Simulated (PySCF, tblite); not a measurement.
**C₇H₁₃FOSi: geometry, infrared bands and NMR shifts**

Aim: predict the infrared bands and NMR shifts of C₇H₁₃FOSi (`C=C(C)/C=C(\C)O[SiH2]CF`).

Computed with tblite 0.8.0 and PySCF 2.14.0, with density-fitted response routines of our own, on a single molecule in the gas phase. Atoms are numbered from 0 throughout.

**1. The molecule as given**

23 atoms, charge 0, multiplicity 1; geometry from: force field or distance geometry start.

Bonds of the start (Å): C0–C1 1.34, C1–C2 1.46, C1–C3 1.44, C3–C4 1.32, C4–C5 1.48, C4–O6 1.41, O6–Si7 1.74, Si7–C8 1.85, C8–F9 1.37, C0–H10 1.10, C0–H11 1.08, C2–H12 1.16, C2–H13 1.13, C2–H14 1.09, C3–H15 1.11, C5–H16 1.08, C5–H17 1.14, C5–H18 1.12, Si7–H19 1.49, Si7–H20 1.47, C8–H21 1.11, C8–H22 1.12.

**2. Geometry optimisation with GFN2-xTB**

What the job is given:

```
{"job": {"kind": "relax", "xc": "GFN2-xTB", "basis": "xTB"}, "charge": 0, "multiplicity": 1}
C     -1.818800     2.183100     0.342200
C     -1.687800     0.856500     0.231700
C     -2.897500     0.090300    -0.059600
C     -0.352000     0.357900     0.438400
C      0.040300    -0.897600     0.406700
C     -0.890400    -2.014700     0.108600
O      1.401800    -1.186900     0.627200
Si     2.497900    -0.665800    -0.615000
C      3.483600     0.821700    -0.120400
F      4.597700     0.383900     0.555800
H     -2.825000     2.589300     0.192600
H     -0.966600     2.803600     0.568000
H     -3.769200     0.833000     0.114500
H     -2.972600    -0.123500    -1.167100
H     -3.097700    -0.773800     0.572300
H      0.439900     1.090300     0.683900
H     -1.503100    -1.903400    -0.769100
H     -0.199300    -2.891800    -0.135400
H     -1.402000    -2.345400     1.044400
H      3.466400    -1.749400    -0.937700
H      1.735200    -0.336200    -1.832500
H      2.927200     1.530400     0.519300
H      3.787000     1.375600    -1.040400
```

The run is started by

```
$ OMP_NUM_THREADS=1 python probes_run.py task.json out
```

One launch serves the whole session: the jobs run in the order shown.

**Question.** This job is followed by: GFN2-xTB harmonic vibrations, gas phase; GIAO PBE0/pcSseg-1 NMR shielding, non-relativistic, gas phase. What will the session give for the following? strongest single infrared mode (GFN2-xTB); zero-point energy (GFN2-xTB); 13C shifts against TMS (PBE0/pcSseg-1); 1H shifts against TMS (PBE0/pcSseg-1, means over atoms taken as alike); 17O shifts against H2O (PBE0/pcSseg-1); 29Si shifts against TMS (PBE0/pcSseg-1); 19F shifts against CFCl3 (PBE0/pcSseg-1).

**Answer**, as computed:

| quantity | value |
| --- | --- |
| strongest single infrared mode (GFN2-xTB) | 1222 cm⁻¹, 496 km/mol |
| zero-point energy (GFN2-xTB) | 112.4 kcal/mol |
| 13C shifts against TMS (PBE0/pcSseg-1) | 158.0, 147.3, 119.5, 115.7, 76.3, 24.4, 23.3 ppm |
| 1H shifts against TMS (PBE0/pcSseg-1, means over atoms taken as alike) | 5.39, 5.09, 5.03, 4.95, 4.95, 2.31, 2.05 ppm |
| 17O shifts against H2O (PBE0/pcSseg-1) | 126.0 ppm |
| 29Si shifts against TMS (PBE0/pcSseg-1) | -37.7 ppm |
| 19F shifts against CFCl3 (PBE0/pcSseg-1) | -315.4 ppm |

Relaxing lowered the energy by 1.069 eV in 239 steps; the close pair that moved most is O6–Si7, from 1.737 to 1.621 Å. All 63 modes are real, so the xTB geometry is a minimum. The strongest single mode, at 1222 cm⁻¹, moves mainly C4 and O6. Unscaled tight-binding wavenumbers are off by several per cent, some by more. Its intensities can rank the bands wrongly. H15 (hydrogen on a β carbon of an enol-ether or enamine type C=C) lies farthest downfield among hydrogen, at 5.39 ppm; attached to an sp2 carbon and in the plane of the double bond. At PBE0/pcSseg-1: The widest tensor belongs to C1: span 240 ppm, with a paramagnetic part of -221 ppm.
